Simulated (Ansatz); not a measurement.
# Cd2In: the cost of one run

Computed with Ansatz 0.2.0 (DFT r2SCAN, scalar-relativistic, plane waves, PAW, unless a step's input says otherwise).

1 further run of the same task is left out (it didn't finish).

## 1. The starting structure

It takes space group Fd-3m (No. 227, cubic). Conventional cell: a = 8.342 Å, b = 8.342 Å, c = 8.342 Å, α = 90.00°, β = 90.00°, γ = 90.00°. Cd (site symmetry -3m) has 6 Cd at 2.95 Å as nearest neighbours. In (site symmetry -43m) has 12 Cd at 3.46 Å and 4 In at 3.61 Å as nearest neighbours.

As a file:

```
CELL_PARAMETERS angstrom
0.00000 4.17101 4.17101
4.17101 0.00000 4.17101
4.17101 4.17101 0.00000
ATOMIC_POSITIONS crystal
Cd 0.62500 0.62500 0.62500
Cd 0.12500 0.62500 0.62500
Cd 0.62500 0.62500 0.12500
Cd 0.62500 0.12500 0.62500
In 0.00000 0.00000 0.00000
In 0.25000 0.25000 0.25000
```

(A quick probe on a coarse mesh, which set the mesh and smearing, is not shown.)

## 3. The relaxation

Contents of input.yaml:

```yaml
crystal:
  lattice:
    - [0.0, 4.1710116748, 4.1710116748]
    - [4.1710116748, 0.0, 4.1710116748]
    - [4.1710116748, 4.1710116748, 0.0]
  atoms:
    - { symbol: Cd, position: [0.625, 0.625, 0.625] }
    - { symbol: Cd, position: [0.125, 0.625, 0.625] }
    - { symbol: Cd, position: [0.625, 0.625, 0.125] }
    - { symbol: Cd, position: [0.625, 0.125, 0.625] }
    - { symbol: In, position: [0.0, 0.0, 0.0] }
    - { symbol: In, position: [0.25, 0.25, 0.25] }
basis:
  ecutwfc: 500
kpoints:
  mp_grid: { grid: [8, 8, 8] }
hamiltonian:
  xc: r2scan
scf:
  occupations: { method: gaussian, width: 0.1 }
output:
  forces: true
  stress: true
  eigenvalues: true
relax:
  adjacent_minimum: "off"
  f_tol: 0.01
  max_steps: 80
  cell: { stress_tol: 0.05 }
```

Started as:

```sh
$ ansatz run input.yaml --threads 1 --pin off --max-ram 2560MiB --backend cpu --events-out ev --progress --plain --runs-dir out
```

What time and memory should one allow on 1 thread of Arm Neoverse V1, shared host?

About 1.7 min, with a peak of 0.92 GiB.
